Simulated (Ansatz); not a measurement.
# CH6ClSbSi (SMILES [CH3][Sb]([SiH3])[Cl]) at 6 levels

We compute a comparison of 6 runs (HF/STO-3G, HF/3-21G, HF/def2-SVP, HF/def2-SVPD, PBE/3-21G, PBE0/def2-SVP) of CH6ClSbSi. 

The calculation is run with Ansatz 0.2.0.

5 further runs of the same task are left out: 1 for a known fault of the program, 2 that didn't finish, 2 set aside as unsound or not needed.

### 1 The molecule

CH6ClSbSi: 10 atoms, total charge 0, spin state singlet. SMILES: `[CH3][Sb]([SiH3])[Cl]`. Geometry: relaxed at PBE0-D4/def2-TZVP.

Bond lengths: C1–Sb2 2.156 Å, Sb2–Si3 2.583 Å, Sb2–Cl4 2.374 Å, C1–H5 1.089 Å, C1–H6 1.089 Å, C1–H7 1.092 Å, Si3–H8 1.485 Å, Si3–H9 1.486 Å, Si3–H10 1.490 Å. Some angles: C1–Sb2–Si3 93.0°, C1–Sb2–Cl4 95.1°, Si3–Sb2–Cl4 92.2°, Sb2–C1–H5 109.9°, Sb2–C1–H6 108.7°, Sb2–C1–H7 108.9°, Sb2–Si3–H8 109.8°, Sb2–Si3–H9 109.5°, Sb2–Si3–H10 109.2°, H5–C1–H6 110.0°.

### 2 Energy and gradient at HF/STO-3G (run 1)

Contents of input.yaml:

```yaml
crystal:
  periodic: [false, false, false]
  atoms:
    - {symbol: C, position_ang: [-0.469000, 1.667600, -0.045000]}
    - {symbol: Sb, position_ang: [-0.859000, -0.044000, 1.206100]}
    - {symbol: Si, position_ang: [1.011100, -1.444800, 0.104400]}
    - {symbol: Cl, position_ang: [-2.517600, -0.971100, -0.217200]}
    - {symbol: H, position_ang: [-0.398200, 1.357400, -1.086200]}
    - {symbol: H, position_ang: [-1.282600, 2.381900, 0.076500]}
    - {symbol: H, position_ang: [0.468500, 2.129700, 0.271100]}
    - {symbol: H, position_ang: [0.829100, -2.879900, 0.441800]}
    - {symbol: H, position_ang: [0.968400, -1.257900, -1.369500]}
    - {symbol: H, position_ang: [2.332600, -0.989900, 0.621100]}
basis:
  gaussian: {orbitals: STO-3G}
accuracy: high
hamiltonian: {xc: hf}
output: {forces: true, orbitals: {seedname: orbitals}}
```

On the command line:

```bash
$ ansatz run input.yaml --threads 1 --pin off --max-ram 2610MiB --events-out events.jsonl --progress --plain --runs-dir runs
```

The log of the run, shortened:

```text
Warning: RAYON_NUM_THREADS=1 ignored (pool sized by the plan → 1); use --threads N
Functional definition: HF
  name "HF"
[...]
957 factors; integrals over basis functions are off by at most 4.6e-9 eV
[...]
mean field -191364.90410615 eV, -7032.5305141103 hartree, gradient 1.8e-8 eV, S^2 0.000000; 0 other end points of the search recorded, 0 dependent functions left out
[...]
reference -191364.90410615 eV, -7032.5305141103 hartree; 47, 47 occupied and 9, 9 virtual orbitals, 957 factors
Total energy: -191364.90410615 eV, -7032.5305141103 hartree
Atom 0 at    -0.469000     1.667600    -0.045000 Å, force    -0.313717    -0.429359     0.572788 eV/Å
Atom 1 at    -0.859000    -0.044000     1.206100 Å, force     0.832393    -0.157584    -0.714925 eV/Å
Atom 2 at     1.011100    -1.444800     0.104400 Å, force     0.782930    -0.557550    -0.113777 eV/Å
Atom 3 at    -2.517600    -0.971100    -0.217200 Å, force    -0.117654     0.074303     0.000756 eV/Å
Atom 4 at    -0.398200     1.357400    -1.086200 Å, force     0.005538     0.346406     0.239113 eV/Å
Atom 5 at    -1.282600     2.381900     0.076500 Å, force     0.435786    -0.045207    -0.277724 eV/Å
Atom 6 at     0.468500     2.129700     0.271100 Å, force    -0.406788    -0.061924    -0.275857 eV/Å
Atom 7 at     0.829100    -2.879900     0.441800 Å, force     0.250711     1.608198    -0.439763 eV/Å
Atom 8 at     0.968400    -1.257900    -1.369500 Å, force     0.076191    -0.232485     1.657531 eV/Å
Atom 9 at     2.332600    -0.989900     0.621100 Å, force    -1.545389    -0.544796    -0.648143 eV/Å
Dipole moment:     0.657417     0.241254     0.157503 e Å
```

Wall time 3.6 s (1 thread of Arm Neoverse V1, shared host); peak memory 0.15 GiB.

### 3 Energy and forces at HF/3-21G (run 2)

Contents of run.yaml:

```yaml
crystal:
  periodic: [false, false, false]
  atoms:
    - {symbol: C, position_ang: [-0.469000, 1.667600, -0.045000]}
    - {symbol: Sb, position_ang: [-0.859000, -0.044000, 1.206100]}
    - {symbol: Si, position_ang: [1.011100, -1.444800, 0.104400]}
    - {symbol: Cl, position_ang: [-2.517600, -0.971100, -0.217200]}
    - {symbol: H, position_ang: [-0.398200, 1.357400, -1.086200]}
    - {symbol: H, position_ang: [-1.282600, 2.381900, 0.076500]}
    - {symbol: H, position_ang: [0.468500, 2.129700, 0.271100]}
    - {symbol: H, position_ang: [0.829100, -2.879900, 0.441800]}
    - {symbol: H, position_ang: [0.968400, -1.257900, -1.369500]}
    - {symbol: H, position_ang: [2.332600, -0.989900, 0.621100]}
basis:
  gaussian: {orbitals: 3-21G-spherical.json}
hamiltonian: {xc: hf}
accuracy: high
output: {forces: true, orbitals: {seedname: orbitals}}
```

The basis set 3-21G is read from a file made from the Basis Set Exchange's data (not shown).

On the command line:

```bash
$ ansatz run run.yaml --threads 1 --pin off --max-ram 2610MiB --events-out events.jsonl --progress --plain --runs-dir runs
```

The log of the run, shortened:

```text
Warning: RAYON_NUM_THREADS=1 ignored (pool sized by the plan → 1); use --threads N
Functional definition: HF
  name "HF"
[...]
1754 factors; integrals over basis functions are off by at most 1.6e-8 eV
[...]
mean field -192426.18935924 eV, -7071.5320277962 hartree, gradient 2.2e-8 eV, S^2 0.000000; 0 other end points of the search recorded, 0 dependent functions left out
[...]
reference -192426.18935924 eV, -7071.5320277962 hartree; 47, 47 occupied and 31, 31 virtual orbitals, 1754 factors
Total energy: -192426.18935924 eV, -7071.5320277962 hartree
Atom 0 at    -0.469000     1.667600    -0.045000 Å, force    -0.034597     0.312178    -0.144050 eV/Å
Atom 1 at    -0.859000    -0.044000     1.206100 Å, force     0.763790     0.735554     1.494618 eV/Å
Atom 2 at     1.011100    -1.444800     0.104400 Å, force     0.627114    -0.529246    -0.291274 eV/Å
Atom 3 at    -2.517600    -0.971100    -0.217200 Å, force    -1.298709    -0.672274    -1.053356 eV/Å
Atom 4 at    -0.398200     1.357400    -1.086200 Å, force    -0.013963     0.202649     0.221449 eV/Å
Atom 5 at    -1.282600     2.381900     0.076500 Å, force     0.280860    -0.087275    -0.146533 eV/Å
Atom 6 at     0.468500     2.129700     0.271100 Å, force    -0.246157    -0.045041    -0.140386 eV/Å
Atom 7 at     0.829100    -2.879900     0.441800 Å, force    -0.010599     0.030135     0.007241 eV/Å
Atom 8 at     0.968400    -1.257900    -1.369500 Å, force    -0.032600     0.031313     0.032763 eV/Å
Atom 9 at     2.332600    -0.989900     0.621100 Å, force    -0.035140     0.022006     0.019526 eV/Å
Dipole moment:     0.629157     0.434569     0.300263 e Å
```

It took 5.7 s on 1 thread of Arm Neoverse V1, shared host; peak memory 0.27 GiB.

Runs 3 to 4 aren't shown in full; the table further down has their settings and results.

### 4 Energy and gradient at PBE/3-21G (run 5)

run.yaml, as its differences from that of step 3:

```diff
@@ -15,4 +15,5 @@
   gaussian: {orbitals: 3-21G-spherical.json}
-hamiltonian: {xc: hf}
+magnetization: {spin_polarized: false}
 accuracy: high
+hamiltonian: {xc: pbe}
 output: {forces: true, orbitals: {seedname: orbitals}}
```

The basis set 3-21G is read from a file made from the Basis Set Exchange's data (not shown).

On the command line:

```bash
$ ansatz run run.yaml --threads 1 --pin off --max-ram 2610MiB --events-out events.jsonl --progress --plain --runs-dir runs
```

The log of the run, shortened:

```text
Warning: RAYON_NUM_THREADS=1 ignored (pool sized by the plan → 1); use --threads N
Functional definition: PBE
  name "PBE"
[...]
1754 factors; integrals over basis functions are off by at most 1.6e-8 eV
[...]
mean field -192513.72819261 eV, -7074.7490205866 hartree, gradient 7.2e-8 eV, S^2 0.000000; 0 other end points of the search recorded, 0 dependent functions left out
[...]
reference -192513.72819589 eV, -7074.7490207073 hartree; 47, 47 occupied and 31, 31 virtual orbitals, 1754 factors
Total energy: -192513.72819589 eV, -7074.7490207073 hartree
Atom 0 at    -0.469000     1.667600    -0.045000 Å, force    -0.002134     0.055485    -0.052564 eV/Å
Atom 1 at    -0.859000    -0.044000     1.206100 Å, force     0.705120     0.574417     1.820820 eV/Å
Atom 2 at     1.011100    -1.444800     0.104400 Å, force     0.223192    -0.124500    -0.098380 eV/Å
Atom 3 at    -2.517600    -0.971100    -0.217200 Å, force    -1.357096    -0.726620    -1.132003 eV/Å
Atom 4 at    -0.398200     1.357400    -1.086200 Å, force     0.043444    -0.053198    -0.432077 eV/Å
Atom 5 at    -1.282600     2.381900     0.076500 Å, force    -0.272024     0.307832     0.001371 eV/Å
Atom 6 at     0.468500     2.129700     0.271100 Å, force     0.344060     0.204157     0.084249 eV/Å
Atom 7 at     0.829100    -2.879900     0.441800 Å, force    -0.045805    -0.389739     0.084267 eV/Å
Atom 8 at     0.968400    -1.257900    -1.369500 Å, force    -0.007338     0.041731    -0.414179 eV/Å
Atom 9 at     2.332600    -0.989900     0.621100 Å, force     0.368581     0.110434     0.138494 eV/Å
Dipole moment:     0.494704     0.407109     0.209425 e Å
```

Wall time 12 s (1 thread of Arm Neoverse V1, shared host); peak memory 0.21 GiB.

### 5 Energy and gradient at PBE0/def2-SVP (core potential) (run 6)

input.yaml, as its differences from that of step 2:

```diff
@@ -1 +1,4 @@
+basis:
+  gaussian:
+    orbitals: def2-SVP
 crystal:
@@ -13,6 +16,7 @@
     - {symbol: H, position_ang: [2.332600, -0.989900, 0.621100]}
-basis:
-  gaussian: {orbitals: STO-3G}
+magnetization:
+  spin_polarized: false
+hamiltonian:
+  xc: pbe0
 accuracy: high
-hamiltonian: {xc: hf}
 output: {forces: true, orbitals: {seedname: orbitals}}
```

On the command line:

```bash
$ ansatz run input.yaml --threads 1 --pin off --max-ram 2610MiB --events-out events.jsonl --progress --plain --runs-dir runs
```

The log of the run, shortened:

```text
Warning: RAYON_NUM_THREADS=1 ignored (pool sized by the plan → 1); use --threads N
Functional definition: PBE0
  name "PBE0"
[...]
2470 factors; integrals over basis functions are off by at most 1.4e-8 eV
[...]
mean field -28057.75897606 eV, -1031.1036241381 hartree, gradient 3.2e-8 eV, S^2 0.000000; 0 other end points of the search recorded, 0 dependent functions left out
[...]
reference -28057.75897866 eV, -1031.1036242337 hartree; 33, 33 occupied and 73, 73 virtual orbitals, 2470 factors
Total energy: -28057.75897866 eV, -1031.1036242337 hartree
Atom 0 at    -0.469000     1.667600    -0.045000 Å, force     0.014530    -0.098288     0.079180 eV/Å
Atom 1 at    -0.859000    -0.044000     1.206100 Å, force     0.159360     0.018051     0.425093 eV/Å
Atom 2 at     1.011100    -1.444800     0.104400 Å, force    -0.076428     0.045443     0.021836 eV/Å
Atom 3 at    -2.517600    -0.971100    -0.217200 Å, force    -0.252997    -0.167190    -0.237748 eV/Å
Atom 4 at    -0.398200     1.357400    -1.086200 Å, force     0.010024    -0.065635    -0.316523 eV/Å
Atom 5 at    -1.282600     2.381900     0.076500 Å, force    -0.231605     0.219347     0.020496 eV/Å
Atom 6 at     0.468500     2.129700     0.271100 Å, force     0.254859     0.144277     0.076028 eV/Å
Atom 7 at     0.829100    -2.879900     0.441800 Å, force    -0.015406    -0.139224     0.029493 eV/Å
Atom 8 at     0.968400    -1.257900    -1.369500 Å, force     0.004972     0.007643    -0.145063 eV/Å
Atom 9 at     2.332600    -0.989900     0.621100 Å, force     0.132691     0.035576     0.047209 eV/Å
Dipole moment:     0.384262     0.323430     0.192577 e Å
```

It took 22 s on 1 thread of Arm Neoverse V1, shared host; peak memory 0.44 GiB.

### 6 The series

```
run                           level  core potential   energy (Eh)  dipole moment (D)  HOMO energy (eV)  LUMO energy (eV)  wall time
  1                       HF/STO-3G            none  -7032.530514               3.45             -6.75              5.89      3.6 s
  2                        HF/3-21G            none  -7071.532028               3.95             -9.22              1.40      5.7 s
  3    HF/def2-SVP (core potential)        def2-SVP  -1028.814393               2.93             -9.10              1.85       12 s
  4   HF/def2-SVPD (core potential)       def2-SVPD  -1028.829322               3.05             -9.15              1.36       24 s
  5                       PBE/3-21G            none  -7074.749021               3.24             -5.91             -2.31       12 s
  6  PBE0/def2-SVP (core potential)        def2-SVP  -1031.103624               2.58             -6.89             -1.38       22 s
```

### 7 Results

| quantity | value |
| --- | --- |
| run 6: total energy | -1031.10362 Eh |
| run 6: dipole moment | 2.58 D |
| run 6: HOMO energy | -6.89 eV |
| run 6: LUMO energy | -1.38 eV |
| run 6: HOMO–LUMO gap | 5.51 eV |
| run 6: largest force on an atom | 0.454 eV/Å |

The dipole moment (its size) runs from 2.58 D (PBE0/def2-SVP) to 3.95 D (HF/3-21G). The two ends differ in method and basis and core potential. The HOMO–LUMO gap runs from 3.60 eV (PBE/3-21G) to 12.63 eV (HF/STO-3G). The two ends differ in method and basis. Totals of different functionals can't be ranked against each other. Some runs of one species differ in core potentials or relativity; totals across that change don't compare. In run 1 the basis is minimal, so the values are rough. In runs 1, 2, 5 relativity is left out where basis or elements ask for it. All runs together took 79 s, the longest 24 s.
